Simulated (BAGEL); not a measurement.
**BH2ClO2 (SMILES OB(O)Cl): RI-MP2/6-311+G(d,p) (density fitting with qzvpp-jkfit)**

What is the energy change on altering one bond length of BH2ClO2 at RI-MP2/6-311+G** (density fitting with qzvpp-jkfit)? 

Program for the calculation: BAGEL 1.2.2.

1 further run of the same task is left out (set aside as unsound or not needed).

### 1 The structure to begin with

The species is BH2ClO2 (6 atoms), meant as a singlet with charge 0. As SMILES, `OB(O)Cl`. Geometry: relaxed at PBE0-D4/def2-TZVP. This is one conformer, not always the lowest.

Bond lengths: O1–B2 1.357 Å, B2–O3 1.349 Å, B2–Cl4 1.771 Å, O1–H5 0.960 Å, O3–H6 0.962 Å. Angles: O1–B2–O3 121.0°, O1–B2–Cl4 120.9°, O3–B2–Cl4 118.0°, B2–O1–H5 113.5°, B2–O3–H6 112.0°.

### 2 A single-point energy at RI-MP2/6-311+G(d,p) (density fitting with qzvpp-jkfit)

File input.json:

```json
{ "bagel": [

{
  "title": "molecule",
  "basis": "6-311+gss.json",
  "df_basis": "qzvpp-jkfit",
  "angstrom": true,
  "geometry": [
    { "atom": "O", "xyz": [    0.157800,    1.025400,   -0.442100 ] },
    { "atom": "B", "xyz": [   -0.128000,   -0.227600,   -0.007300 ] },
    { "atom": "O", "xyz": [    0.609200,   -0.813900,    0.958100 ] },
    { "atom": "Cl", "xyz": [   -1.481400,   -1.141400,   -0.691700 ] },
    { "atom": "H", "xyz": [   -0.434400,    1.336500,   -1.130000 ] },
    { "atom": "H", "xyz": [    1.319000,   -0.243000,    1.267000 ] }
  ]
},
{ "title": "hf" },
{ "title": "mp2", "ncore": 8 }

]}
```

The basis set 6-311+G** is read from a file made from the Basis Set Exchange's data (not shown).

Run with:

```sh
$ BAGEL_NUM_THREADS=1 BAGEL input.json > input.out
```

Output:

```text
* using 1 threads per process

  ===============================================================
  ===============================================================

  *** Geometry ***

  { "atom" : "O", "xyz" : [      0.298199,      1.937725,     -0.835448 ] },
  { "atom" : "B", "xyz" : [     -0.241885,     -0.430102,     -0.013795 ] },
  { "atom" : "O", "xyz" : [      1.151221,     -1.538048,      1.810547 ] },
  { "atom" : "Cl", "xyz" : [     -2.799440,     -2.156933,     -1.307124 ] },
  { "atom" : "H", "xyz" : [     -0.820897,      2.525619,     -2.135391 ] },
  { "atom" : "H", "xyz" : [      2.492549,     -0.459203,      2.394283 ] },

  Number of auxiliary basis functions:      393

  Since a DF basis is specified, we compute 2- and 3-index integrals:
    o Being stored without compression. Storage requirement is 0.037 GB

  Number of basis functions:      108
  Number of electrons      :       40

    * METHOD: MOLECULE                             0.14

  *** RHF ***

  === Nuclear Repulsion ===
   144.9028822971

      * DIIS with orbital gradients will be used.

  === RHF iteration (6-311+gss.json) ===
      0       -634.97917346          0.03101496           0.05
      1       -635.18449474          0.02065104           0.05
      2       -635.29875108          0.00154813           0.05
      3       -635.30010606          0.00034847           0.05
      4       -635.30018316          0.00008836           0.05
      5       -635.30018841          0.00002509           0.05
      6       -635.30018885          0.00001123           0.05
      7       -635.30018892          0.00000302           0.05
      8       -635.30018892          0.00000134           0.05
      9       -635.30018892          0.00000033           0.05
     10       -635.30018892          0.00000013           0.05
     11       -635.30018892          0.00000004           0.05
     12       -635.30018892          0.00000001           0.05
     13       -635.30018892          0.00000001           0.05
    * SCF iteration converged.

    * Permanent dipole moment:
           (   -0.298259,    -0.775183,     0.162716) a.u.

    * METHOD: HF                                   0.80

  *** RHF ***

  === Nuclear Repulsion ===
   144.9028822971

      * DIIS with orbital gradients will be used.

  === RHF iteration (6-311+gss.json) ===
      0       -635.30018892          0.00000000           0.05
    * SCF iteration converged.

    * Permanent dipole moment:
           (   -0.298259,    -0.775182,     0.162716) a.u.

  === DF-MP2 calculation ===

    * freezing 8 orbitals
    * 3-index integral transformation done
    * assembly done

      MP2 correlation energy:   -0.6296433853      0.04

      MP2 total energy:       -635.9298323087

    * METHOD: MP2                                  0.14

  ===============================================================
```

Wall time 1.3 s (1 thread of Arm Neoverse V2, shared host); peak memory 0.12 GiB.

### 3 The distorted shape

File job.json:

```json
{ "bagel": [

{
  "title": "molecule",
  "basis": "6-311+gss.json",
  "df_basis": "qzvpp-jkfit",
  "angstrom": true,
  "geometry": [
    { "atom": "O", "xyz": [      -0.055133,       0.854136,      -0.534767 ] },
    { "atom": "B", "xyz": [      -0.340933,      -0.398864,      -0.099967 ] },
    { "atom": "O", "xyz": [       0.396267,      -0.985164,       0.865433 ] },
    { "atom": "Cl", "xyz": [      -1.694333,      -1.312664,      -0.784367 ] },
    { "atom": "H", "xyz": [      -0.647333,       1.165236,      -1.222667 ] },
    { "atom": "H", "xyz": [       1.319000,      -0.243000,       1.267000 ] }
  ]
},

{ "title": "hf" },

{ "title": "mp2", "ncore": 8 }

]}
```

The basis set 6-311+G** is read from a file made from the Basis Set Exchange's data (not shown).

Run with:

```sh
$ BAGEL_NUM_THREADS=1 BAGEL job.json > job.out
```

Output:

```text
* using 1 threads per process

  ===============================================================
  ===============================================================

  *** Geometry ***

  { "atom" : "O", "xyz" : [     -0.104186,      1.614083,     -1.010563 ] },
  { "atom" : "B", "xyz" : [     -0.644270,     -0.753744,     -0.188910 ] },
  { "atom" : "O", "xyz" : [      0.748836,     -1.861690,      1.635431 ] },
  { "atom" : "Cl", "xyz" : [     -3.201825,     -2.480575,     -1.482239 ] },
  { "atom" : "H", "xyz" : [     -1.223282,      2.201977,     -2.310506 ] },
  { "atom" : "H", "xyz" : [      2.492549,     -0.459203,      2.394283 ] },

  Number of auxiliary basis functions:      393

  Since a DF basis is specified, we compute 2- and 3-index integrals:
    o Being stored without compression. Storage requirement is 0.037 GB

  Number of basis functions:      108
  Number of electrons      :       40

    * METHOD: MOLECULE                             0.15

  *** RHF ***

  === Nuclear Repulsion ===
   143.4948997317

      * DIIS with orbital gradients will be used.

  === RHF iteration (6-311+gss.json) ===
      0       -634.90539842          0.03140621           0.05
      1       -635.10409000          0.02228324           0.05
      2       -635.24178373          0.00192166           0.05
      3       -635.24360940          0.00085989           0.05
      4       -635.24390992          0.00022566           0.05
      5       -635.24393495          0.00007577           0.05
      6       -635.24393886          0.00002869           0.05
      7       -635.24393950          0.00000665           0.05
      8       -635.24393952          0.00000357           0.05
      9       -635.24393953          0.00000112           0.05
     10       -635.24393953          0.00000058           0.05
     11       -635.24393953          0.00000023           0.05
     12       -635.24393953          0.00000009           0.05
     13       -635.24393953          0.00000003           0.05
     14       -635.24393953          0.00000001           0.05
     15       -635.24393953          0.00000001           0.05
    * SCF iteration converged.

    * Permanent dipole moment:
           (   -0.425817,    -0.855336,     0.094935) a.u.

    * METHOD: HF                                   0.90

  *** RHF ***

  === Nuclear Repulsion ===
   143.4948997317

      * DIIS with orbital gradients will be used.

  === RHF iteration (6-311+gss.json) ===
      0       -635.24393953          0.00000000           0.05
    * SCF iteration converged.

    * Permanent dipole moment:
           (   -0.425817,    -0.855336,     0.094935) a.u.

  === DF-MP2 calculation ===

    * freezing 8 orbitals
    * 3-index integral transformation done
    * assembly done

      MP2 correlation energy:   -0.6411232968      0.04

      MP2 total energy:       -635.8850628286

    * METHOD: MP2                                  0.15

  ===============================================================
```

Wall time 1.4 s (1 thread of Arm Neoverse V2, shared host); peak memory 0.12 GiB.

### 4 Results

Level: RI-MP2/6-311+G** (density fitting with qzvpp-jkfit), 8 core orbitals frozen.

| quantity | value |
| --- | --- |
| first shape: total energy | -635.92983 Eh |
| first shape: correlation energy (8 core orbitals frozen) | -629.6 mEh |
| distorted shape: total energy | -635.88506 Eh |
| distorted shape: correlation energy (8 core orbitals frozen) | -641.1 mEh |
| energy change with the O3–H6 bond stretched from 0.962 to 1.250 Å | 1.218 eV |

In words: With the O3–H6 bond stretched from 0.962 to 1.250 Å the energy rises by 1.22 eV (118 kJ/mol). The first shape isn't relaxed at this level, so the change isn't measured from a minimum.
